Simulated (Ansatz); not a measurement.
# Ga: the cost of one run

Program: Ansatz 0.2.0. Level of theory: DFT PBEsol, scalar-relativistic. These are calculated values, not measurements.

### Step 1. Starting point

Symmetry: Cmce, No. 64, orthorhombic system. The conventional cell has a = 4.511 Å, b = 7.645 Å, c = 4.517 Å, α = 90.00°, β = 90.00°, γ = 90.00°. Ga (site symmetry m) has 7 Ga at 2.44 to 2.79 Å as nearest neighbours.

Coordinates:

```cif
data_structure
_symmetry_space_group_name_H-M 'P 1'
_symmetry_Int_Tables_number 1
_cell_length_a 4.4382
_cell_length_b 4.4382
_cell_length_c 4.5167
_cell_angle_alpha 90.000
_cell_angle_beta 90.000
_cell_angle_gamma 118.916
_cell_volume 77.88
loop_
_atom_site_label
_atom_site_type_symbol
_atom_site_fract_x
_atom_site_fract_y
_atom_site_fract_z
_atom_site_occupancy
Ga1 Ga 0.15250 0.84750 0.07850 1
Ga2 Ga 0.65250 0.34750 0.42150 1
Ga3 Ga 0.84750 0.15250 0.92150 1
Ga4 Ga 0.34750 0.65250 0.57850 1
```

Atoms are numbered in the order of the input: Ga1, Ga2, Ga3, Ga4.

### Step 2. Volume × 0.94, LAPW

File input.yaml:

```yaml
crystal:
  lattice:
    - [2.2093095303, -3.744369942, 0.0]
    - [2.2093095303, 3.744369942, 0.0]
    - [0.0, 0.0, 4.4244965772]
  atoms:
    - { symbol: Ga, position: [0.1525, 0.8475, 0.0785] }
    - { symbol: Ga, position: [0.6525, 0.3475, 0.4215] }
    - { symbol: Ga, position: [0.8475, 0.1525, 0.9215] }
    - { symbol: Ga, position: [0.3475, 0.6525, 0.5785] }
kpoints:
  mp_grid: { grid: [9, 9, 8] }
  band_path:
    path:
      - [0.0, 0.0, 0.0]
      - [-0.5, 0.5, 0.0]
      - [-0.337035342, 0.662964658, 0.0]
      - [0.337035342, 0.337035342, 0.0]
      - [0.0, 0.0, 0.0]
      - [0.0, 0.0, 0.5]
      - [0.337035342, 0.337035342, 0.5]
      - [-0.337035342, 0.662964658, 0.5]
      - [-0.5, 0.5, 0.5]
    npoints: 5
scf:
  occupations: { method: fermi_dirac, width: 0.05 }
hamiltonian:
  xc: pbesol
  pseudopotentials: { kind: all_electron, lapw: { basis_error: 0.001 } }
output:
  forces: true
  stress: true
  eigenvalues: true
```

Run with:

```
$ ansatz run input.yaml --threads 1 --pin off --max-ram 6144MiB --backend cpu --events-out ev --progress --plain --runs-dir out
```

What time and memory should one allow on 1 thread of Intel Xeon Platinum 8375C at 2.90GHz (Ice Lake), shared host?

About 1.7 min, with a peak of 0.99 GiB.
